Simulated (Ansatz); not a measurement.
**CH6BGaO: basis-set convergence**

One table from this session's results is given with a row withheld; the runs are named, their logs left out.

Method: one geometry, several basis sets; program: Ansatz 0.2.0, Gaussian basis.

Plan: PBE0-D4/def2-SVP; ωB97M-V/def2-SVP; PBE0-D4/def2-QZVPP; ωB97M-V/def2-QZVPP; the functionals' def2-TZVPP values are taken from earlier runs.

## The geometry

All runs share one geometry, relaxed beforehand with PBE0-D4 in a triple-zeta def2 set.

SMILES `BC[O][GaH2]`, 10 atoms, charge 0, spin multiplicity 1.

Atoms are counted from 1 here; the program's logs count them from 0.

Bond lengths: B1–C2 1.546 Å, B1–H5 1.200 Å, B1–H6 1.197 Å, C2–O3 1.407 Å, C2–H7 1.109 Å, C2–H8 1.104 Å, O3–Ga4 1.786 Å, Ga4–H9 1.565 Å, Ga4–H10 1.555 Å. Angles: C2–B1–H5 121.8°, C2–B1–H6 118.7°, H5–B1–H6 119.5°, B1–C2–O3 119.7°, B1–C2–H7 103.6°, B1–C2–H8 109.7°, O3–C2–H7 108.2°, O3–C2–H8 111.6°, H7–C2–H8 102.3°, C2–O3–Ga4 122.4°, O3–Ga4–H9 116.6°, O3–Ga4–H10 113.7°, H9–Ga4–H10 129.7°.

The first run:

in.yaml reads:

```yaml
crystal:
  periodic: [false, false, false]
  atoms:
    - {symbol: B, position_ang: [-0.400823, 1.445636, 0.120919]}
    - {symbol: C, position_ang: [-0.976457, 0.071913, -0.293621]}
    - {symbol: O, position_ang: [-0.423996, -1.105665, 0.242351]}
    - {symbol: Ga, position_ang: [1.334183, -1.420889, 0.249236]}
    - {symbol: H, position_ang: [0.469029, 1.544760, 0.941168]}
    - {symbol: H, position_ang: [-0.871040, 2.435310, -0.362070]}
    - {symbol: H, position_ang: [-2.039770, 0.129297, 0.017557]}
    - {symbol: H, position_ang: [-1.056773, 0.018408, -1.393711]}
    - {symbol: H, position_ang: [2.231799, -0.396472, -0.522191]}
    - {symbol: H, position_ang: [1.733848, -2.722297, 1.000382]}
basis:
  gaussian: {orbitals: def2-SVP}
hamiltonian: {xc: pbe0, dispersion: d4}
output: {orbitals: {seedname: orbitals}}
```

Run with:

```sh
$ ansatz run in.yaml --threads 4 --pin off --events-out ev --progress --plain --max-ram 10444MiB
```

Steps of the session up to this table: PBE0-D4 in def2-SVP; ωB97M-V in def2-SVP; PBE0-D4 in def2-QZVPP; ωB97M-V in def2-QZVPP.

One of the session's tables, all rows but one given; the rest of the session is left out.

It belongs to the step «Functionals by basis». 

| functional | basis | HOMO (eV) |
| --- | --- | --- |
| PBE0-D4 | def2-SVP | -7.57 |
| PBE0-D4 | def2-TZVPP | -7.64 |
| PBE0-D4 | def2-QZVPP | -7.66 |
| ωB97M-V | def2-SVP | -9.91 |
| ωB97M-V | def2-TZVPP | ? |
| ωB97M-V | def2-QZVPP | -10.02 |

**Question.** Estimate the row for ωB97M-V, def2-TZVPP.

**Answer.** HOMO (eV): -10.00. In the column «HOMO (eV)» it lies between ωB97M-V, def2-QZVPP (-10.02) and ωB97M-V, def2-SVP (-9.91).
